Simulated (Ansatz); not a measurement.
# C2H8FNSi: rotation by 120° about the C1–C2 bond, part 2 of 2

How high is the barrier for the rotation by 120° about the C1–C2 bond? Relax the two ends, then run a nudged elastic band between them. SMILES of the start: CC(F)[SiH2]N.

Ansatz 0.2.0; RKS PBE-D4/def2-SVP.

### 6 What the band shows

Images 0 and 6 are the ends. Energies count from image 0; the path length is the program's own measure over all atoms.

```tsv
image	path (Å)	energy (eV)	dihedral H8–C1–C2–Si4 (°)	band force (eV/Å)
0	0.000	0.0000	178	-
1	0.628	0.0284	-167	0.012
2	1.256	0.1091	-146	0.020
3*	1.883	0.1575	-125	0.036
4	2.494	0.1118	-104	0.025
5	3.105	0.0325	-82	0.010
6	3.716	0.0000	-63	-
```

The star marks the climbing image.

image, energy (eV) and a bar:
```
        0      0.000 
        1      0.028 #####
        2      0.109 #####################
        3      0.158 ##############################
        4      0.112 #####################
        5      0.032 ######
        6      0.000
```

The top of the band by iteration:

```tsv
iteration	highest image above image 0 (eV)	largest band force (eV/Å)
1	1.4190	6.555
2	0.2432	1.350
3	0.1735	0.377
4	0.1639	0.184
5	0.1597	0.152
6	0.1580	0.096
7	0.1575	0.036
```

Positions of all images (Å):

```xyz
13
image=0 dE=0.0000
C    -0.727   -0.936    1.233
C     0.622   -0.662    0.588
F     1.272   -1.884    0.313
Si    0.529    0.289   -1.074
N    -0.261    1.830   -0.822
H    -1.390   -1.506    0.550
H    -1.225    0.021    1.492
H    -0.609   -1.525    2.167
H     1.267   -0.092    1.298
H     1.919    0.588   -1.560
H    -0.151   -0.641   -2.055
H     0.053    2.623   -1.387
H    -1.280    1.859   -0.730
13
image=1 dE=0.0284
C    -0.734   -0.976    1.212
C     0.612   -0.656    0.576
F     1.322   -1.855    0.357
Si    0.500    0.283   -1.091
N    -0.185    1.863   -0.774
H    -1.232   -1.788    0.645
H    -1.400   -0.088    1.200
H    -0.630   -1.304    2.267
H     1.220   -0.028    1.269
H     1.881    0.514   -1.633
H    -0.270   -0.592   -2.057
H     0.125    2.643   -1.359
H    -1.189    1.948   -0.596
13
image=2 dE=0.1091
C    -0.743   -0.969    1.208
C     0.608   -0.677    0.551
F     1.281   -1.891    0.296
Si    0.502    0.297   -1.094
N    -0.153    1.881   -0.732
H    -1.075   -1.974    0.878
H    -1.531   -0.249    0.905
H    -0.698   -0.967    2.315
H     1.252   -0.085    1.242
H     1.882    0.520   -1.644
H    -0.286   -0.547   -2.072
H     0.126    2.659   -1.335
H    -1.146    1.969   -0.502
13
image=3 dE=0.1575
C    -0.753   -0.960    1.203
C     0.605   -0.704    0.529
F     1.200   -1.937    0.166
Si    0.515    0.326   -1.080
N    -0.138    1.906   -0.703
H    -0.937   -2.052    1.175
H    -1.608   -0.478    0.682
H    -0.776   -0.635    2.261
H     1.301   -0.208    1.243
H     1.895    0.549   -1.632
H    -0.277   -0.510   -2.062
H     0.120    2.684   -1.316
H    -1.127    1.984   -0.453
13
image=4 dE=0.1118
C    -0.753   -0.958    1.200
C     0.602   -0.714    0.529
F     1.147   -1.949    0.098
Si    0.531    0.346   -1.062
N    -0.151    1.919   -0.706
H    -0.795   -2.021    1.515
H    -1.622   -0.782    0.532
H    -0.882   -0.332    2.105
H     1.317   -0.282    1.265
H     1.916    0.582   -1.593
H    -0.236   -0.505   -2.051
H     0.094    2.687   -1.337
H    -1.149    1.975   -0.481
13
image=5 dE=0.0325
C    -0.746   -0.961    1.200
C     0.598   -0.729    0.525
F     1.125   -1.967    0.086
Si    0.533    0.349   -1.058
N    -0.169    1.913   -0.702
H    -0.686   -1.865    1.842
H    -1.569   -1.121    0.473
H    -1.012   -0.101    1.847
H     1.320   -0.307    1.263
H     1.924    0.603   -1.566
H    -0.212   -0.499   -2.067
H     0.089    2.689   -1.319
H    -1.174    1.960   -0.509
13
image=6 dE=0.0000
C    -0.738   -0.970    1.196
C     0.601   -0.738    0.517
F     1.160   -1.977    0.135
Si    0.511    0.330   -1.072
N    -0.181    1.891   -0.683
H    -0.626   -1.627    2.084
H    -1.462   -1.449    0.505
H    -1.163   -0.003    1.536
H     1.307   -0.260    1.236
H     1.900    0.589   -1.586
H    -0.250   -0.489   -2.091
H     0.155    2.702   -1.209
H    -1.194    1.965   -0.554
```

### 7 Vibrations at the top

The geometry is the highest inner image of the first converged band.

Input file input.yaml:

```yaml
crystal:
  periodic: [false, false, false]
  atoms:
    - { symbol: C, position_ang: [-0.752833, -0.959568, 1.202816] }
    - { symbol: C, position_ang: [0.605097, -0.704235, 0.529267] }
    - { symbol: F, position_ang: [1.199714, -1.936715, 0.166488] }
    - { symbol: Si, position_ang: [0.515274, 0.326191, -1.079707] }
    - { symbol: "N", position_ang: [-0.137675, 1.905994, -0.702952] }
    - { symbol: H, position_ang: [-0.937062, -2.052011, 1.175415] }
    - { symbol: H, position_ang: [-1.607604, -0.477584, 0.682407] }
    - { symbol: H, position_ang: [-0.775906, -0.6355, 2.261455] }
    - { symbol: H, position_ang: [1.301362, -0.208426, 1.242828] }
    - { symbol: H, position_ang: [1.894505, 0.548745, -1.632175] }
    - { symbol: H, position_ang: [-0.276848, -0.509786, -2.062347] }
    - { symbol: H, position_ang: [0.119801, 2.683694, -1.315817] }
    - { symbol: H, position_ang: [-1.127323, 1.984298, -0.452979] }
basis:
  gaussian: { orbitals: def2-SVP }
hamiltonian:
  xc: pbe
  dispersion: d4
phonons: {}
```

Started as:

```sh
$ ansatz run input.yaml --threads 2 --pin off --max-ram 3072MiB --backend cpu --events-out ev --progress --plain --runs-dir out
```

What it wrote, cut to the lines that bear on the results:

```text
Warning: RAYON_NUM_THREADS=2 ignored (pool sized by the plan → 2); use --threads N
[...]
Functional definition: PBE
[...]
1296 factors; their error is unknown
[...]
mean field -14270.22178226 eV, -524.4209777942 hartree, gradient 2.2e-5 eV, S^2 0.000000; 0 other end points of the search recorded, 0 dependent functions left out
[...]
reference -14270.22181935 eV, -524.4209791574 hartree; 25, 25 occupied and 89, 89 virtual orbitals, 1296 factors
[...]
1296 factors; their error is unknown
mean field -14270.22163130 eV, -524.4209722466 hartree, gradient 2.5e-6 eV, S^2 0.000000; 0 other end points of the search recorded, 0 dependent functions left out
[...]
reference -14270.22166839 eV, -524.4209736096 hartree; 25, 25 occupied and 89, 89 virtual orbitals, 1296 factors
[...]
1296 factors; their error is unknown
mean field -14270.22165068 eV, -524.4209729589 hartree, gradient 1.8e-6 eV, S^2 0.000000; 0 other end points of the search recorded, 0 dependent functions left out
[...]
WARN: phonons: modes at or below zero, which the zero-point energy, F, S and C_V leave out: 1, the lowest at -247.52 cm⁻¹. A minimum has none, and a first-order saddle one
[...]
Atom 5 at    -0.937062    -2.052011     1.175415 Å, force    -0.001482    -0.002633     0.002504 eV/Å
Atom 6 at    -1.607604    -0.477584     0.682407 Å, force     0.002133    -0.000624     0.001948 eV/Å
Atom 7 at    -0.775906    -0.635500     2.261455 Å, force     0.000073     0.000775     0.005986 eV/Å
Atom 8 at     1.301362    -0.208426     1.242828 Å, force     0.002319     0.003700     0.005469 eV/Å
Atom 9 at     1.894505     0.548745    -1.632175 Å, force     0.000410     0.000574     0.000923 eV/Å
Atom 10 at    -0.276848    -0.509786    -2.062347 Å, force     0.001816     0.004422    -0.004609 eV/Å
Atom 11 at     0.119801     2.683694    -1.315817 Å, force     0.002236     0.001791    -0.004238 eV/Å
Atom 12 at    -1.127323     1.984298    -0.452979 Å, force    -0.000283     0.007071    -0.005504 eV/Å
Dipole moment:    -0.345859     0.433768     0.059894 e Å
Vibrations: -247.52 78.48 109.96 164.85 246.69 300.23 410.62 438.07 552.41 641.75 698.67 795.38 843.67 865.06 892.85 923.08 971.98 1033.56 1061.00 1207.19 1268.43 1329.33 1403.99 1415.43 1498.84 2109.39 2180.63 2965.35 2969.44 3051.52 3082.20 3484.02 3576.29 cm⁻¹, zero-point energy 2.639026 eV
```

Run time: 82 s. Hardware: 2 threads of Intel Xeon at 2.80GHz (Skylake/Cascade Lake), shared host; peak memory 0.17 GiB.

Of 33 modes, 1 is imaginary by more than 30 cm⁻¹ (248i cm⁻¹).

### 8 The band again, with other settings

crystal.atoms is end A as relaxed above, and neb.final_atoms is end B, turned to lie on A. With 5 inner images the band has 7 in all.

Input file input.yaml:

```yaml
crystal:
  periodic: [false, false, false]
  atoms:
    - { symbol: C, position_ang: [-0.726503, -0.936262, 1.233298] }
    - { symbol: C, position_ang: [0.62176, -0.661668, 0.58838] }
    - { symbol: F, position_ang: [1.271996, -1.884112, 0.313335] }
    - { symbol: Si, position_ang: [0.529332, 0.28886, -1.073603] }
    - { symbol: "N", position_ang: [-0.260718, 1.830436, -0.82169] }
    - { symbol: H, position_ang: [-1.39017, -1.506064, 0.550304] }
    - { symbol: H, position_ang: [-1.225356, 0.020813, 1.491931] }
    - { symbol: H, position_ang: [-0.60875, -1.525246, 2.16652] }
    - { symbol: H, position_ang: [1.26657, -0.091821, 1.298411] }
    - { symbol: H, position_ang: [1.919181, 0.588397, -1.560054] }
    - { symbol: H, position_ang: [-0.15068, -0.640568, -2.055] }
    - { symbol: H, position_ang: [0.053387, 2.623061, -1.386986] }
    - { symbol: H, position_ang: [-1.279548, 1.859272, -0.730147] }
basis:
  gaussian: { orbitals: def2-SVP }
hamiltonian:
  xc: pbe
  dispersion: d4
neb:
  order_check: false
  images: 5
  f_tol: 0.05
  max_iterations: 60
  initial_path: linear
  final_atoms:
    - { symbol: C, position_ang: [-0.73803405, -0.96981982, 1.19628212] }
    - { symbol: C, position_ang: [0.60137395, -0.73806518, 0.51657166] }
    - { symbol: F, position_ang: [1.16029722, -1.97697685, 0.13527082] }
    - { symbol: Si, position_ang: [0.51129047, 0.33029641, -1.07214469] }
    - { symbol: "N", position_ang: [-0.18096441, 1.89125662, -0.68312509] }
    - { symbol: H, position_ang: [-0.62592771, -1.62655902, 2.08380159] }
    - { symbol: H, position_ang: [-1.46174952, -1.44928964, 0.50495391] }
    - { symbol: H, position_ang: [-1.16331516, -0.00276133, 1.53646321] }
    - { symbol: H, position_ang: [1.30728197, -0.26035755, 1.23634923] }
    - { symbol: H, position_ang: [1.8997248, 0.58850828, -1.58562259] }
    - { symbol: H, position_ang: [-0.25045663, -0.4887408, -2.09091543] }
    - { symbol: H, position_ang: [0.15483429, 2.7024838, -1.20869653] }
    - { symbol: H, position_ang: [-1.19385423, 1.96512308, -0.5544892] }
```

Started as:

```sh
$ ansatz run input.yaml --threads 2 --pin off --max-ram 3072MiB --backend cpu --events-out ev --progress --plain --runs-dir out
```

What it wrote, cut to the lines that bear on the results:

```text
Warning: RAYON_NUM_THREADS=2 ignored (pool sized by the plan → 2); use --threads N
[...]
[... 1 set-up line as earlier in the session ...]
[...]
1296 factors; their error is unknown
[...]
mean field -14270.37860176 eV, -524.4267408046 hartree, gradient 2.5e-5 eV, S^2 0.000000; 0 other end points of the search recorded, 0 dependent functions left out
[...]
reference -14270.37863790 eV, -524.4267421328 hartree; 25, 25 occupied and 89, 89 virtual orbitals, 1296 factors
1296 factors; their error is unknown
[...]
mean field -14270.37849781 eV, -524.4267369847 hartree, gradient 2.6e-5 eV, S^2 0.000000; 0 other end points of the search recorded, 0 dependent functions left out
[...]
reference -14270.37853415 eV, -524.4267383201 hartree; 25, 25 occupied and 89, 89 virtual orbitals, 1296 factors
NEB end point (image 0): max|allowed force component| = 1.115e-2 eV/Å (the criterion of neb.relax_end_points is 1.000e-2)
[...]
Atom 3 at     0.509632     0.434224    -1.040298 Å, force    -0.002044    -0.026107     0.035650 eV/Å
Atom 4 at    -0.152912     1.962805    -0.513139 Å, force     0.008977     0.002920     0.026047 eV/Å
Atom 5 at    -0.983685    -2.146504     0.978397 Å, force     0.013146     0.017433     0.003776 eV/Å
Atom 6 at    -1.602523    -0.502203     0.674017 Å, force     0.008563    -0.012999     0.007832 eV/Å
Atom 7 at    -0.739153    -0.857351     2.202117 Å, force    -0.003503    -0.013765    -0.037544 eV/Å
Atom 8 at     1.327007    -0.409596     1.181208 Å, force     0.000580     0.000166     0.003685 eV/Å
Atom 9 at     1.899160     0.715621    -1.538525 Å, force    -0.003132    -0.000257    -0.008174 eV/Å
Atom 10 at    -0.278640    -0.277494    -2.116961 Å, force    -0.001409     0.006598    -0.007977 eV/Å
Atom 11 at     0.233901     2.823935    -0.904204 Å, force     0.008349    -0.003080    -0.016526 eV/Å
Atom 12 at    -1.158854     2.068206    -0.364065 Å, force    -0.006412    -0.011740    -0.004982 eV/Å
Dipole moment:    -0.306563     0.458127     0.116809 e Å
this run last wrote the band of iteration 8 to <dir>
```

Wall time 80 s (2 threads of Intel Xeon at 2.80GHz (Skylake/Cascade Lake), shared host); peak memory 0.17 GiB.

### 9 What the band shows

Images 0 and 6 are the ends. Energies count from image 0; the path length is the program's own measure over all atoms.

```tsv
image	path (Å)	energy (eV)	dihedral H8–C1–C2–Si4 (°)	band force (eV/Å)
0	0.000	0.0000	178	-
1	0.610	0.0303	-165	0.007
2	1.219	0.1122	-145	0.019
3*	1.829	0.1587	-124	0.049
4	2.442	0.1115	-103	0.027
5	3.055	0.0320	-82	0.012
6	3.667	0.0000	-63	-
```

The star marks the climbing image.

image, energy (eV) and a bar:
```
        0      0.000 
        1      0.030 ######
        2      0.112 #####################
        3      0.159 ##############################
        4      0.111 #####################
        5      0.032 ######
        6      0.000
```

### 10 What came out

The summary covers parts 1 to 2.

| quantity | value |
| --- | --- |
| end A | 7 moves, 0.656 eV lower |
| end B | 10 moves, 0.657 eV lower |
| first band: barrier forwards | 0.16 eV |
| first band: barrier backwards | 0.16 eV |
| first band: second end relative to first | 0.000 eV |
| first band: highest image | 3 of 0 to 6, climbing |
| first band: band iterations | 7 |
| imaginary modes at the top | 248i cm⁻¹ |
| second band | top 0.159 eV above image 0, 8 iterations, 5 inner images |
| time, first and second band | 69 s and 80 s |

What this shows: In the first band: the top lies 0.16 eV above the first end, or 6 kT at room temperature; with a typical attempt rate of 10^13 per second that is roughly 10^10 events a second. The two ends lie within 1 meV of each other. The listed dihedral goes from 178° at end A through -125° at the highest image to -63° at end B. One imaginary mode, as a first-order saddle point has. The second band's top lies 1 meV above the first's, so the changed settings hardly move the height. Zero-point energy and entropy are left out.
